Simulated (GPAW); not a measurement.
Here is a GPAW 26.7.0 calculation.

File run.py:

```python
from ase.dft.bandgap import bandgap
from ase.io import read, write
from ase.units import Bohr, GPa
from gpaw import GPAW, PW
from gpaw.elf import elf_from_dft_calculation

atoms = read('RuAu.xyz')

calc = GPAW(mode=PW(600),
            xc='PBE',
            kpts={'size': (8, 8, 8), 'gamma': True},
            occupations={'name': 'fermi-dirac', 'width': 0.05},
            nbands=26,
            convergence={'density': 1e-05, 'energy': 1e-05},
            maxiter=150,
            txt='gpaw.txt')
atoms.calc = calc
energy = atoms.get_potential_energy()
forces = atoms.get_forces()
stress = atoms.get_stress()
calc.write('gs.gpw')
write('result.traj', atoms)
print(f'Energy: {energy:.6f} eV')
print('Forces (eV/A):')
print(forces.round(4))
print('Stress (GPa):', (stress / GPa).round(3))
print('Fermi level:', round(calc.get_fermi_level(), 4), 'eV')
print(f'Gap: {bandgap(calc)[0]:.4f} eV, direct: {bandgap(calc, direct=True)[0]:.4f} eV')

# fields on the real-space grid
write('density.cube', atoms, data=calc.get_pseudo_density() * Bohr**3)
write('potential.cube', atoms, data=calc.get_electrostatic_potential())
write('elf.cube', atoms, data=elf_from_dft_calculation(calc).data)

path = atoms.cell.bandpath('GXMGRX,MR', npoints=100, eps=1e-4)
bs_calc = calc.fixed_density(kpts=path, symmetry='off', nbands=38,
                             convergence={'bands': 'CBM+6.0', 'eigenstates': 1e-6}, txt='bands.txt')
bs = bs_calc.band_structure()
bs.write('bs.json')
print(f'Gap on the path: {bandgap(bs_calc)[0]:.4f} eV')
```

The input RuAu.xyz:

```xyz
2
Lattice="3.1648100000 0.0000000000 0.0000000000 0.0000000000 3.1648100000 0.0000000000 0.0000000000 0.0000000000 3.1648100000" Properties=species:S:1:pos:R:3 pbc="T T T"
Ru     0.0000000000      0.0000000000      0.0000000000
Au     1.5824050000      1.5824050000      1.5824050000
```

Potentials or basis: GPAW PAW data sets (gpaw-data 1.2.1), pw.

Launch:

```sh
$ OMP_NUM_THREADS=1 python run.py
```

Question: What does it give for the band gap along the path?

Answer: None (metal or under the smearing width).

Question: What does it give for the pressure?

Answer: 2.0 GPa.

Levels at the corners of the path, in eV from the Fermi level:
```csv
point,band 10,band 11,band 12,band 13,band 14,band 15,band 16,band 17
Γ,-4.31,-1.16,-1.16,0.53,0.53,0.53,7.72,7.72
X,-3.66,-2.81,-1.76,-1.66,-1.66,-0.46,1.40,14.34
M,-2.32,-0.79,0.22,0.22,0.44,0.78,0.78,5.62
Γ,-4.31,-1.16,-1.16,0.53,0.53,0.53,7.72,7.72
R,-3.51,-2.77,-2.77,0.51,0.51,3.45,8.87,8.87
X,-3.66,-2.81,-1.76,-1.66,-1.66,-0.46,1.40,14.34
M,-2.32,-0.79,0.22,0.22,0.44,0.78,0.78,5.62
R,-3.51,-2.77,-2.77,0.51,0.51,3.45,8.87,8.87
```

Caveat: with this Au data set, volumes or pressures lay over 1.5 % or 2 GPa off other programs in two to four cells of ten; spin-orbit coupling is left out, which moves the levels of the heavy elements.
